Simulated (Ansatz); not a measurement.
# AlN₃H₆: basis-set convergence

One table from this session's results is given with a row withheld; the runs are named, their logs left out.

Method: one geometry, several basis sets; program: Ansatz 0.2.0, Gaussian basis.

Plan: PBE0-D4/def2-SVP; ωB97M-V/def2-SVP; PBE0-D4/def2-QZVPP; ωB97M-V/def2-QZVPP; the functionals' def2-TZVPP values are taken from earlier runs.

## The geometry

All runs share one geometry, relaxed beforehand with PBE0-D4 in a triple-zeta def2 set.

10 atoms, charge 0, spin multiplicity 1.

Atoms are counted from 1 here; the program's logs count them from 0.

Bond lengths: N1–Al2 1.771 Å, N1–H5 1.006 Å, N1–H6 1.006 Å, Al2–N3 1.771 Å, Al2–N4 1.771 Å, N3–H7 1.006 Å, N3–H8 1.006 Å, N4–H9 1.006 Å, N4–H10 1.006 Å. Angles: Al2–N1–H5 125.0°, Al2–N1–H6 125.0°, H5–N1–H6 110.0°, N1–Al2–N3 120.0°, N1–Al2–N4 120.0°, N3–Al2–N4 120.0°, Al2–N3–H7 125.0°, Al2–N3–H8 125.0°, H7–N3–H8 110.0°, Al2–N4–H9 125.0°, Al2–N4–H10 125.0°, H9–N4–H10 110.0°.

Set-up of the first run:

The input, in.yaml:

```yaml
crystal:
  periodic: [false, false, false]
  atoms:
    - {symbol: N, position_ang: [-1.484907, 0.319837, -0.894429]}
    - {symbol: Al, position_ang: [0.007880, -0.005225, 0.001015]}
    - {symbol: N, position_ang: [0.539367, -1.674423, 0.260194]}
    - {symbol: N, position_ang: [0.970279, 1.339112, 0.635406]}
    - {symbol: H, position_ang: [-1.762501, 1.220750, -1.245139]}
    - {symbol: H, position_ang: [-2.179581, -0.369436, -1.126873]}
    - {symbol: H, position_ang: [1.259837, -1.956987, 0.902668]}
    - {symbol: H, position_ang: [0.165298, -2.478954, -0.213598]}
    - {symbol: H, position_ang: [0.657908, 2.293250, 0.696751]}
    - {symbol: H, position_ang: [1.909420, 1.260677, 0.986905]}
basis:
  gaussian: {orbitals: def2-SVP}
hamiltonian: {xc: pbe0, dispersion: d4}
output: {orbitals: {seedname: orbitals}}
```

The run is started by

```sh
$ ansatz run in.yaml --threads 4 --pin off --events-out ev --progress --plain --max-ram 10444MiB
```

Steps of the session up to this table: PBE0-D4 in def2-SVP; ωB97M-V in def2-SVP; PBE0-D4 in def2-QZVPP; ωB97M-V in def2-QZVPP.

One table of the session follows, with a row left open; its other results are not shown here.

It belongs to the step «Density functionals: the series». 

```
functional       basis  HOMO (eV)  LUMO (eV)
   PBE0-D4    def2-SVP          ?          ?
   PBE0-D4  def2-TZVPP      -6.74       0.30
   PBE0-D4  def2-QZVPP      -6.83       0.01
   ωB97M-V    def2-SVP      -8.76       2.28
   ωB97M-V  def2-TZVPP      -9.14       1.73
   ωB97M-V  def2-QZVPP      -9.24       1.31
```

Estimate the missing values for PBE0-D4, def2-SVP.

The run gave: HOMO (eV): -6.36; LUMO (eV): 0.75. In the column «HOMO (eV)» it is the highest.
